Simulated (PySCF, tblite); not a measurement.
**C₅H₁₂ClSi radical: geometry, infrared bands and EPR parameters**

Aim: predict the infrared bands and EPR parameters of C₅H₁₂ClSi radical (`C[SiH][C@@H](C)CCCl`).

The runs use tblite 0.8.0 and PySCF 2.14.0, with density-fitted response routines of our own; the level of theory stands in each step. All values are computed, except where a source is named. Atoms count from 0, in the outputs and in this text.

### 1 The starting structure

19 atoms, charge 0, multiplicity 2; geometry from: force field or distance geometry start.

Bonds of the start (Å): C0–Si1 1.89, Si1–C2 1.83, C2–C3 1.50, C2–C4 1.49, C4–C5 1.51, C5–Cl6 1.75, C0–H7 1.12, C0–H8 1.10, C0–H9 1.10, Si1–H10 1.49, C2–H11 1.12, C3–H12 1.14, C3–H13 1.09, C3–H14 1.10, C4–H15 1.12, C4–H16 1.12, C5–H17 1.12, C5–H18 1.12.

### 2 Relaxing the molecule with GFN2-xTB

What the job is given:

```
{"job": {"kind": "relax", "xc": "GFN2-xTB", "basis": "xTB"}, "charge": 0, "multiplicity": 2}
C      2.043800     1.725300     0.303700
Si     0.480200     0.848800     0.897100
C     -0.003500    -0.479900    -0.262300
C      0.849300    -1.698200    -0.080900
C     -1.467400    -0.749400    -0.188600
C     -2.247400     0.485500    -0.557600
Cl    -1.931000     1.816500     0.535700
H      2.672400     2.000400     1.188500
H      1.710900     2.609600    -0.256200
H      2.630000     1.009300    -0.296400
H      0.739700     0.275200     2.251400
H      0.215300    -0.115600    -1.301600
H      0.930900    -1.820200     1.053000
H      0.389700    -2.586900    -0.520200
H      1.850800    -1.563700    -0.516500
H     -1.813000    -1.119700     0.808300
H     -1.678700    -1.577800    -0.917800
H     -2.056900     0.756200    -1.625000
H     -3.324900     0.193700    -0.521900
```

Started as:

```sh
$ OMP_NUM_THREADS=1 python probes_run.py task.json out
```

One launch serves the whole session: the jobs run in the order shown.

**Question.** This job is followed by: GFN2-xTB harmonic vibrations, gas phase; UKS B3LYP, pcH-1 on C Cl H Si, non-relativistic, mean-field spin-orbit, GIAO. What will the session give for the following? strongest single infrared mode (GFN2-xTB); zero-point energy (GFN2-xTB); g(iso) (B3LYP); ⟨S²⟩; largest a(iso) (averaged by class); surface potential, 1st and 99th percentile.

The runs gave:

| quantity | value |
| --- | --- |
| strongest single infrared mode (GFN2-xTB) | 2207 cm⁻¹, 289 km/mol |
| zero-point energy (GFN2-xTB) | 98.1 kcal/mol |
| g(iso) (B3LYP) | 2.00288 |
| ⟨S²⟩ | 0.751 (exact 0.75) |
| largest a(iso) (averaged by class) | 29Si on Si1, -537.1 MHz |
| surface potential, 1st and 99th percentile | -0.73 V and 1.00 V |

**Reading.** Over 159 steps the energy fell by 1.021 eV; of the close pairs, Si1–C2 changed most, 1.829 to 1.920 Å. No mode is imaginary among the 51: a minimum at this level. The strongest single mode, at 2207 cm⁻¹, moves mainly H10. GFN2-xTB is a fitted tight-binding method: band positions and strengths are rough. Its intensities can rank the bands wrongly. Si1 carries the largest spin population, 0.94 e. The isotropic g lies 0.6 ppt above the free-electron value.
